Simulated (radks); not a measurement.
# Exchange and kinetic functionals tested on atomic densities: Mo, Ge⁴⁺, Sr²⁺, Mn, He⁺

One table from this session's results is given with a row withheld; the runs are named, their logs left out.

The numbers are computed with radks (a radial shooting solver on a logarithmic mesh, Libxc functionals) version 1 (non-relativistic Kohn-Sham, r2SCAN, spin-polarised, spherical densities, point nucleus; open shells are filled with parallel spins first), except any that are marked as measured or tabulated.

## What is computed

* species: Mo ([Kr] 4d5 5s1), Ge⁴⁺ ([Ar] 3d10), Sr²⁺ ([Kr]), Mn ([Ar] 3d5 4s2), He⁺ (1s1)

The first run:

The run's settings:

```text
Z 42
configuration [Kr] 4d5 5s1
relativity non-relativistic
functional r2scan,r2scan
spin polarised
nucleus point
```

Steps of the session up to this table: Mo, [Kr] 4d5 5s1.

One table of the session follows, with a row left open; its other results are not shown here.

It belongs to the step «Mo, [Kr] 4d5 5s1». From the orbitals of this run (lengths in bohr):

| level | <r> | outermost maximum (interpolated) | 90 % within | nodes |
| --- | --- | --- | --- | --- |
| 3d up | 0.4145 | 0.323 | 0.661 | 0 |
| 3d down | 0.4145 | 0.324 | 0.661 | 0 |
| 4s up | 1.146 | 1.02 | 1.67 | 3 |
| 4s down | ? | ? | ? | ? |
| 4p up | 1.261 | 1.09 | 1.87 | 2 |
| 4p down | 1.242 | 1.08 | 1.84 | 2 |
| 4d up | 1.924 | 1.38 | 3.16 | 1 |
| 5s up | 3.541 | 2.97 | 5.28 | 4 |

Q: Estimate the row for 4s down from the others.

As computed: <r>: 1.134; outermost maximum (interpolated): 1.01; 90 % within: 1.65; nodes: 3. In the column «<r>» it lies between 3d down (0.4145) and 4s up (1.146).
